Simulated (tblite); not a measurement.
# C8H18Cl2S2Si (SiCl2(SBu)2): the cost of one run

Programs: PySCF 2.14.0 with density-fitted response routines of our own, and tblite 0.8.0. All values are computed, except where a source is named. Atoms count from 0 throughout.

## 1. The molecule as given

31 atoms, charge 0, multiplicity 1; geometry from: MMFF94s geometry.

Bonds of the start (Å): C0–C1 1.51, C0–H13 1.09, C0–H14 1.09, C0–H15 1.10, C10–C11 1.53, C10–H24 1.10, C10–H25 1.10, C11–C12 1.52, C11–H26 1.09, C11–H27 1.09, C12–H28 1.09, C12–H29 1.10, C12–H30 1.09, C1–C2 1.54, C1–H16 1.11, C1–H17 1.08, C2–C3 1.53, C2–H18 1.10, C2–H19 1.10, C3–H20 1.08, C3–H21 1.10, C3–S4 1.82, C9–C10 1.53, C9–H22 1.10 and more.

## 2. GFN2-xTB relaxation, conformer 1

Job settings and geometry (Å):

```
{"job": {"xc": "GFN2-xTB", "basis": "xTB", "kind": "relax"}, "charge": 0, "multiplicity": 1}
C     -5.749500     0.667200     0.635400
C     -4.493400     0.846000    -0.192200
C     -3.752600    -0.494600    -0.372800
C     -2.490200    -0.295600    -1.210100
S     -1.638900    -1.888500    -1.445100
Si    -0.091100    -1.924000     0.007600
Cl     0.864400    -3.725600    -0.019700
Cl    -0.846800    -1.709000     1.893400
S      1.312400    -0.357100    -0.384200
C      2.566800    -0.562800     0.909200
C      3.682600     0.479700     0.790300
C      4.572200     0.295600    -0.438700
C      5.716500     1.300900    -0.438400
H     -5.528500     0.271100     1.628100
H     -6.457800    -0.005700     0.143500
H     -6.263600     1.635200     0.774600
H     -3.827100     1.558500     0.327200
H     -4.746000     1.265900    -1.157700
H     -4.435100    -1.194000    -0.873300
H     -3.518500    -0.911700     0.613000
H     -2.755900     0.090400    -2.187800
H     -1.829300     0.438200    -0.735800
H      2.098200    -0.448100     1.896800
H      2.993900    -1.574500     0.846600
H      3.262700     1.498100     0.807600
H      4.303100     0.398300     1.695100
H      3.996200     0.429800    -1.359100
H      4.987200    -0.715900    -0.449800
H      5.345800     2.327800    -0.465700
H      6.348600     1.154100    -1.327800
H      6.361400     1.179900     0.436100
```

Command:

```console
OMP_NUM_THREADS=1 python ens_run.py task.json out
```

One launch serves the whole session.

**Question.** How long does this first job take on 1 thread of Arm Neoverse V1, shared host?

About 8.1 s.
